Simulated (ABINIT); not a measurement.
Crystal: RuSe.

```
Ru Se
1.0
     3.54208    0.00000    0.00000
    -1.77104    3.06753    0.00000
     0.00000    0.00000    3.45689
Ru Se
1 1
Cartesian
  0.0000 0.0000 0.0000
  1.7710 1.0225 1.7284
```

The cell comes from a database or a generator and needn't be the stable form of this composition.

Base run:

* Program: ABINIT 10.8.3 (patched build)
* Functional: LDA
* Potentials or basis: JTH PAW LDA v2.0
* Cutoff: 408 eV
* k mesh: 6 × 6 × 6
* Occupations: gaussian, width 0.05 eV
* Spin: collinear spin, ferromagnetic start
* Starting moments: [4.0, 0.0] μB
* Hubbard terms: Ru d U = 1 eV

Its results: band gap on the k mesh none (metal or under the smearing width); pressure -18.2 GPa; net moment 1.34 μB per cell; site moments Ru +1.15; Se +0.04 μB.

**Question.** The run is repeated on the same cell with these changes: hubbard terms from Ru d U = 1 eV to Ru d U = 2 eV. What comes out?

**Answer.** Band gap on the k mesh none (metal or under the smearing width); pressure -16.8 GPa; net moment 1.68 μB per cell; site moments Ru +1.46; Se +0.05 μB.

Caveats: the moment fell far below its start of 4 μB, so a state of higher moment may lie lower in energy (some runs).
